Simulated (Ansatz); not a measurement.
# GeH2: the cost of one run

All numbers are computed with the Python package of Ansatz 0.2.0. Level of theory: CCSD(T)/def2-SVP.

### Step 1. The structure

Bond lengths: Ge1–H2 1.607 Å, Ge1–H3 1.607 Å. Angles: H2–Ge1–H3 86.5°.

No structure file is read: the coordinates are typed or built in the script.

### Step 2. The script

Input file geh2.py:

```python
"""Cost of removing each kind of hydrogen from GeH2, fragments frozen."""

import ansatz as az
from ase import Atoms


def energy(molecule, charge=0, unpaired=0):
    calc = (
        molecule.calculation()
        .basis(gaussian="def2-SVP")
        .correlation("CCSD(T)")
        .scf(lower_state_search="light")
    )
    if charge:
        calc = calc.charge(charge)
    if unpaired:
        calc = calc.spin("collinear", total=unpaired)
    report = calc.run(threads=1, pin="off").report
    if report["published_state_doubts"]:
        print("  doubts:", report["published_state_doubts"])
    return report["free_energy_ev"]

def without(molecule, index):
    rest = az.Crystal.molecule()
    for i, site in enumerate(molecule.cartesian_sites):
        if i != index:
            rest = rest.atom(site.symbol, site.position_ang)
    return rest


def main() -> None:
    atoms = Atoms(["Ge", "H", "H"], positions=[
        (-0.5953, 0.42319, -0.27532),
        (0.78114, 0.70712, 0.50384),
        (-0.18584, -1.1303, -0.22853),
    ])
    geh2 = az.Crystal.molecule_from_ase(atoms)

    whole = energy(geh2, 0)
    hydrogen = energy(az.Crystal.molecule().atom("H", (0, 0, 0)), 0, 1)
    print(f"E(molecule) = {whole:.5f} eV, E(H) = {hydrogen:.5f} eV")
    for index in [2]:
        radical = energy(without(geh2, index), 0, 1)
        print(f"H{index}: homolysis {96.485332 * (radical + hydrogen - whole):.1f} kJ/mol")
        anion = energy(without(geh2, index), -1)
        print(f"H{index}: loss of a proton {96.485332 * (anion - whole):.1f} kJ/mol")


if __name__ == "__main__":
    main()
```

### Step 3. What the engine is handed

The engine receives this input (first run):

```yaml
crystal:
  periodic: [false, false, false]
  atoms:
    - { symbol: Ge, position_ang: [-0.5953, 0.42319, -0.27532] }
    - { symbol: H, position_ang: [0.78114, 0.70712, 0.50384] }
    - { symbol: H, position_ang: [-0.18584, -1.1303, -0.22853] }
basis:
  gaussian:
    orbitals: def2-SVP
correlation:
  method: ccsd_t
scf:
  lower_state_search: light
```

### Step 4. The run

The run is started by

```bash
$ python geh2.py
```

Q: Estimate wall time and peak memory on 1 thread of Arm Neoverse V1, shared host.

About 3.6 s, with a peak of 0.18 GiB.
